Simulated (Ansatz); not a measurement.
## GaB in Ansatz: the effect of functional

The system is GaB.

```
CELL_PARAMETERS angstrom
2.71824 0.00000 0.00000
0.00000 2.71824 0.00000
0.00000 0.00000 3.23621
ATOMIC_POSITIONS crystal
Ga 0.50000 0.50000 0.50000
B 0.00000 0.00000 0.00000
```

The cell was built by a generator and needn't be a form met in nature.

Alike in all runs:

| Item | Value |
| --- | --- |
| Program | Ansatz 0.2.0 |
| Potentials or basis | Ansatz PAW |
| k mesh | 6 × 6 × 5 |
| Occupations | fermi-dirac, width 0.05 eV |
| Spin | no spin polarisation |

Question: One run gave: pressure 8.5 GPa. Which functional did it use?
A. BLYP
B. PBE0
C. r2SCAN
D. revPBE
E. HSE06

Answer: A.

```tsv
functional	cutoff	pressure (GPa)
LDA	420 eV (not typed: the program's choice for these potentials)	-6.7
PBEsol	420 eV (not typed: the program's choice for these potentials)	-4.0
RPBE	420 eV (not typed: the program's choice for these potentials)	2.6
revPBE	420 eV (not typed: the program's choice for these potentials)	1.9
BLYP	420 eV (not typed: the program's choice for these potentials)	8.5
r2SCAN	500 eV (not typed: the program's choice for these potentials)	-2.9
HSE06	420 eV (not typed: the program's choice for these potentials)	-2.0
PBE0	420 eV (not typed: the program's choice for these potentials)	-2.6
r2SCAN0	500 eV (not typed: the program's choice for these potentials)	-4.3
```

Caveats: all runs use coarse meshes; the PAW data sets come from PBE, with cores solved anew for the run's functional, which leaves a small shift of forces and pressure; the thresholds are loose for stress (some runs).

Runs at the PBE level aren't shown here.
